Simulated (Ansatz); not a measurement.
## Zn3Ni: equation of state with PBE

Crystal: Zn3Ni.

```
CELL_PARAMETERS angstrom
-1.80656 1.80656 3.87600
1.80656 -1.80656 3.87600
1.80656 1.80656 -3.87600
ATOMIC_POSITIONS crystal
Zn 0.50000 0.50000 0.00000
Zn 0.25000 0.75000 0.50000
Zn 0.75000 0.25000 0.50000
Ni 0.00000 0.00000 0.00000
```

The cell comes from a database or a generator and needn't be the stable form of this composition.

```
Program             : Ansatz 0.2.0
Task                : equation of state
Functional          : PBE
Potentials or basis : Ansatz PAW
Cutoff              : 420 eV
Density cutoff      : 1680 eV
k mesh              : 10 × 10 × 10
Occupations         : fermi-dirac, width 0.05 eV
Spin                : collinear spin, ferromagnetic start
Starting moments    : [0.0, 0.0, 0.0, 1.0] μB
```

```
Equilibrium volume                        : 13.15 Å³/atom
Bulk modulus at fixed shape and positions : 114 GPa
Pressure derivative of the bulk modulus   : 5.0
```

Energy against volume, from the lowest point:
```tsv
volume (Å³/atom)	energy (meV/atom)
11.891	52.39
12.144	32.05
12.397	17.21
12.650	7.27
12.903	1.69
13.156	0.00
13.409	1.77
```

All runs of the series together: 38 s on 2 threads of AMD EPYC 9B45 (Zen 5) (shared host).

Caveat: the cell was scaled at fixed shape and fractional positions, which overstates the stiffness of a crystal with free parameters, most of all of layers and chains.
